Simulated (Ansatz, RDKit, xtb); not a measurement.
# C6H6SSi: which of the isomers drawn lies lowest?, part 2 of 2

Which of a sample of isomers of C6H6SSi is the most stable in the gas at 298.15 K, and what are its properties? The sample is small against all isomers, and the most stable one of this formula need not be in it.

xtb, Ansatz and PySCF; isolated molecules. Earlier steps stand in the parts before.

### 10 c048a at MP2/def2-TZVPP

Input file input.yaml:

```yaml
crystal:
  periodic: [false, false, false]
  atoms:
    - symbol: C
      position_ang: [-0.639175, 3.252621, -3.389941]
    - symbol: C
      position_ang: [-0.794330, 2.549246, -2.393472]
    - symbol: C
      position_ang: [0.453403, 1.554947, 0.258265]
    - symbol: C
      position_ang: [0.878160, 0.266606, 0.364975]
    - symbol: C
      position_ang: [0.127820, -0.761436, -0.405233]
    - symbol: C
      position_ang: [-0.927107, -0.336046, -1.152070]
    - symbol: S
      position_ang: [-2.931638, 1.986809, 0.038239]
    - symbol: Si
      position_ang: [-1.034794, 1.520612, -0.891678]
    - symbol: H
      position_ang: [-0.505356, 3.868485, -4.270032]
    - symbol: H
      position_ang: [-2.672727, 3.323616, 0.110235]
    - symbol: H
      position_ang: [0.932035, 2.392369, 0.784687]
    - symbol: H
      position_ang: [1.735491, -0.042789, 0.987967]
    - symbol: H
      position_ang: [0.441517, -1.818290, -0.345854]
    - symbol: H
      position_ang: [-1.550488, -1.008417, -1.757229]
basis:
  gaussian: {orbitals: def2-TZVPP}
correlation: {method: mp2, frozen_orbitals: {H: 0, C: 1, S: 5, Si: 5}}
```

Started as:

```bash
$ ansatz run input.yaml --threads 2 --pin off --max-ram 5220MiB --events-out events.jsonl --progress --plain --runs-dir runs
```

The log of the run:

```text
Warning: RAYON_NUM_THREADS=2 ignored (pool sized by the plan → 2); use --threads N
Functional definition: HF
  name "HF"
  exchange = exact_x
  correlation = 0
2110 factors; integrals over basis functions are off by at most 1.0e-3 eV
mean field evaluation 1: about -24953.1161 eV, gradient 4.1e1 eV
mean field evaluation 2: about -24953.6494 eV, gradient 4.1e1 eV
mean field evaluation 4: about -24958.7209 eV, gradient 4.7e0 eV
mean field evaluation 8: about -24958.8128 eV, gradient 4.4e-1 eV
mean field -24958.81370847 eV, -917.2194860946 hartree, gradient 9.8e-6 eV, S^2 0.000000; 0 other end points of the search recorded, 0 dependent functions left out; unrestricted orbitals would lower it
mean field evaluation 16: about -24958.8058 eV, gradient 3.2e0 eV
16 core orbitals not correlated: weight in the atoms' cores, before any rotation towards them, 1.000 or more for the frozen orbitals, at most 0.000 for the correlated occupied ones
reference -24958.81370847 eV, -917.2194860946 hartree; 20, 20 occupied and 318, 318 virtual orbitals, 2110 factors
second order -33.10301304 eV of doubles, -0.00000000 eV of singles
Total energy: -24991.91672151 eV, -918.4359993859 hartree
```

Run time: 26 s. Hardware: 2 threads of Intel Xeon Platinum 8259CL at 2.50GHz (Skylake/Cascade Lake), shared host; peak memory 1.3 GiB.

### 11 c290a at CCSD(T)/def2-SVP

Input file input.yaml:

```yaml
crystal:
  periodic: [false, false, false]
  atoms:
    - {symbol: C, position_ang: [-1.953778, 4.147972, -0.548655]}
    - {symbol: C, position_ang: [-1.566801, 2.987255, -0.675152]}
    - {symbol: C, position_ang: [-1.061603, 1.685609, -0.847571]}
    - {symbol: C, position_ang: [-1.667952, 0.505612, -0.485106]}
    - {symbol: C, position_ang: [-0.927971, -0.740493, -0.761868]}
    - {symbol: C, position_ang: [0.297138, -0.635444, -1.352498]}
    - {symbol: S, position_ang: [2.351902, 2.042206, -0.690534]}
    - {symbol: Si, position_ang: [0.608016, 1.195616, -1.634452]}
    - {symbol: H, position_ang: [-2.304049, 5.163625, -0.432828]}
    - {symbol: H, position_ang: [-2.660349, 0.470880, -0.006092]}
    - {symbol: H, position_ang: [-1.384990, -1.706596, -0.485460]}
    - {symbol: H, position_ang: [0.922598, -1.506140, -1.594311]}
    - {symbol: H, position_ang: [0.731189, 1.609242, -3.071795]}
    - {symbol: H, position_ang: [2.025092, 1.561641, 0.542989]}
basis:
  gaussian: {orbitals: def2-SVP}
correlation: {method: ccsd_t, frozen_orbitals: {H: 0, C: 1, S: 5, Si: 5}}
```

Started as:

```bash
$ ansatz run input.yaml --threads 2 --pin off --max-ram 5220MiB --events-out events.jsonl --progress --plain --runs-dir runs
```

The log of the run (excerpt; [...] marks lines left out):

```text
Warning: RAYON_NUM_THREADS=2 ignored (pool sized by the plan → 2); use --threads N
[... 2 set-up lines as earlier in the session ...]
[...]
1514 factors; integrals over basis functions are off by at most 1.4e-3 eV
[...]
mean field -24944.94639302 eV, -916.7098716515 hartree, gradient 1.3e-6 eV, S^2 0.000000; 0 other end points of the search recorded, 0 dependent functions left out; unrestricted orbitals would lower it
16 core orbitals not correlated: weight in the atoms' cores, before any rotation towards them, 1.000 or more for the frozen orbitals, at most 0.000 for the correlated occupied ones
reference -24944.94639302 eV, -916.7098716515 hartree; 20, 20 occupied and 114, 114 virtual orbitals, 1514 factors
second order -26.94770230 eV of doubles, -0.00000000 eV of singles
cycle   1  -27.50152091 eV  change   -5.5e-1 eV  update   1.4e-1
[...]
cycle  11  -28.59503650 eV  change    8.3e-6 eV  update   1.6e-5
perturbative correction -1.28588856 eV, -0.0472555330 hartree
Total energy: -24974.82731808 eV, -917.8079753936 hartree
```

Run time: 49 s. Hardware: 2 threads of Intel Xeon Platinum 8259CL at 2.50GHz (Skylake/Cascade Lake), shared host; peak memory 1.3 GiB.

For c048a, c290a, c964a, c695a, c331a the log finds that unrestricted Hartree-Fock orbitals lie lower, a sign to watch the closed-shell reference there.

### 12 Putting it together

Energies in kcal/mol from c048a; G adds the thermal terms to the CCSD(T)/def2-SVP + MP2/def2-TZVPP - MP2/def2-SVP energy. The columns left of the relaxed level are at the tight-binding geometries.

| label | SMILES | spin | GFN2-xTB | HF/STO-3G | r2SCAN-D4/def2-SVP | PBE-D3(BJ)/def2-SVP | HF/def2-SVP | MP2/def2-SVP | CCSD(T)/def2-SVP + MP2/def2-TZVPP - MP2/def2-SVP | G | share at equilibrium | T1 |
| --- | --- | --- | --- | --- | --- | --- | --- | --- | --- | --- | --- | --- |
| c048a | C#C[Si]1(S)C=CC=C1 | singlet | 0.0 | 0.0 | 0.0 | 0.0 | 0.0 | 0.0 | 0.0 | 0.0 | 100.0 % | 0.013 |
| c290a | C#CC1=CC=C[Si@@H]1S | singlet | -14.6 | 7.8 | 2.3 | 0.9 | 7.0 | 4.6 | 8.2 | 7.2 | < 0.1 % | 0.013 |
| c964a | C#CC1=C[Si@@H](S)C=C1 | singlet | -12.9 | 9.1 | 4.9 | 3.9 | 7.7 | 5.8 | 9.0 | 8.2 | < 0.1 % | 0.013 |
| c331a | C#CC1=C(S)[SiH2]C=C1 | singlet | -0.4 | 22.7 | 24.9 | 22.5 | 33.1 | 26.1 | 30.9 | 28.7 | < 0.1 % | 0.014 |
| c695a | C#CC1=CC=C(S)[SiH2]1 | singlet | -2.5 | 21.7 | 23.5 | 20.7 | 32.2 | 26.3 | 31.5 | 29.3 | < 0.1 % | 0.014 |

Lowest found: c048a, `C#C[Si]1(S)C=CC=C1`, a singlet. Bond lengths: C1–C2 1.230 Å, C3–C4 1.361 Å, C4–C5 1.488 Å, C5–C6 1.361 Å, C2–Si8 1.836 Å, C3–Si8 1.881 Å, C6–Si8 1.878 Å, S7–Si8 2.163 Å, C1–H9 1.082 Å, S7–H10 1.364 Å, C3–H11 1.099 Å, C4–H12 1.104 Å, C5–H13 1.104 Å, C6–H14 1.099 Å. Some angles: C1–C2–Si8 179.2°, C3–C4–C5 117.1°, C4–C3–Si8 106.1°, C4–C5–C6 117.3°, C5–C6–Si8 106.1°, C2–Si8–C3 112.7°, C2–Si8–C6 115.7°, C2–Si8–S7 110.2°, C3–Si8–C6 93.3°, C3–Si8–S7 115.3°.

```xyz
14

C    -0.6392    3.2526   -3.3899
C    -0.7943    2.5492   -2.3935
C     0.4534    1.5549    0.2583
C     0.8782    0.2666    0.3650
C     0.1278   -0.7614   -0.4052
C    -0.9271   -0.3360   -1.1521
S    -2.9316    1.9868    0.0382
Si   -1.0348    1.5206   -0.8917
H    -0.5054    3.8685   -4.2700
H    -2.6727    3.3236    0.1102
H     0.9320    2.3924    0.7847
H     1.7355   -0.0428    0.9880
H     0.4415   -1.8183   -0.3459
H    -1.5505   -1.0084   -1.7572
```

### 13 Summary of results

This closing draws on all 2 parts.

```
                                 quantity                                                                                                               value
                   lowest structure found                                                                                         C#C[Si]1(S)C=CC=C1, singlet
                            next finalist                                                              C#CC1=CC=C[Si@@H]1S, singlet, 7.2 kcal/mol higher in G
share at equilibrium, among the finalists                                                                                                             100.0 %
                                   funnel  6 starts, 6 minima at GFN2-xTB from these starts (9 with those found later), 9 screening runs, 5 relaxed, 5 ranked
                     CPU time of all runs                                                                                                              20 min
```

In words: `C#C[Si]1(S)C=CC=C1` comes out lowest. The margin of 7.2 kcal/mol over the next finalist is beyond the usual error of the last level; it says nothing of structures that weren't ranked. HF/STO-3G, r2SCAN-D4/def2-SVP, PBE-D3(BJ)/def2-SVP, HF/def2-SVP and MP2/def2-SVP already put its bonding pattern lowest among the structures in one piece; GFN2-xTB favours the singlet C#CC1=CC=C[Si@@H]1S. The largest share of the time went into the final energies (65 % of the CPU time that the search's summary counts). Lowest found is not proven lowest: the search is finite, and each finalist counts with one conformer. Only 6 drawn patterns were tried, so whole families of isomers are missing, and the result ranks this sample alone. The lowest isomer need not be the one that is made and kept in a bottle, which depends on barriers.
